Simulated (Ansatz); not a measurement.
# La3HgO2: the cost of one run

Computed with Ansatz 0.2.0 (DFT PBE, scalar-relativistic, plane waves, PAW, unless a step's input says otherwise).

3 further runs of the same task are left out: 2 that didn't finish, 1 set aside as unsound or not needed.

## (1) The structure to begin with

The structure is hexagonal, space group P6/mmm (No. 191). Conventional cell: a = 6.184 Å, b = 6.184 Å, c = 3.697 Å, α = 90.00°, β = 90.00°, γ = 120.00°. La (site symmetry mmm) has 4 O at 2.57 Å as nearest neighbours. Hg (site symmetry 6/mmm) is surrounded by 6 O at 3.57 Å and 12 La at 3.60 Å and 2 Hg at 3.70 Å. O (site symmetry -6m2) has 6 La at 2.57 Å and 3 Hg at 3.57 Å as nearest neighbours.

As a file:

```
La Hg O
1.0
     6.18410    0.00000    0.00000
    -3.09205    5.35559    0.00000
     0.00000    0.00000    3.69659
La Hg O
3 1 2
Direct
  0.50000 0.00000 0.50000
  0.00000 0.50000 0.50000
  0.50000 0.50000 0.50000
  0.00000 0.00000 0.00000
  0.66667 0.33333 0.00000
  0.33333 0.66667 0.00000
```

Recipe of the guess: species swapped into a database cell of HoCo3B2 (P6/mmm, No. 191), with Hg on the Ho sites, La on the Co sites and O on the B sites. Its size is a rough estimate.

## (2) Probe: one point on a coarse mesh

The input, input.yaml:

```yaml
crystal:
  lattice:
    - [6.18410486, 0.0, 0.0]
    - [-3.09205243, 5.35559191, 0.0]
    - [0.0, 0.0, 3.69659069]
  atoms:
    - { symbol: La, position: [0.5, 0.0, 0.5] }
    - { symbol: La, position: [0.0, 0.5, 0.5] }
    - { symbol: La, position: [0.5, 0.5, 0.5] }
    - { symbol: Hg, position: [0.0, 0.0, 0.0] }
    - { symbol: O, position: [0.66666667, 0.33333333, 0.0] }
    - { symbol: O, position: [0.33333333, 0.66666667, 0.0] }
basis:
  ecutwfc: 420
kpoints:
  mp_grid: { grid: [3, 3, 6] }
hamiltonian:
  xc: pbe
scf:
  occupations: { method: gaussian, width: 0.1 }
  lower_state_search: "off"
output:
  forces: true
  stress: true
  eigenvalues: true
```

Command:

```
$ ansatz run input.yaml --threads 1 --pin off --max-ram 2048MiB --backend cpu --events-out ev --progress --plain --runs-dir out
```

**Question.** How long does this run take on 1 thread of Arm Neoverse V1, shared host, and how much memory does it need?

About 6.8 s, with a peak of 0.4 GiB.
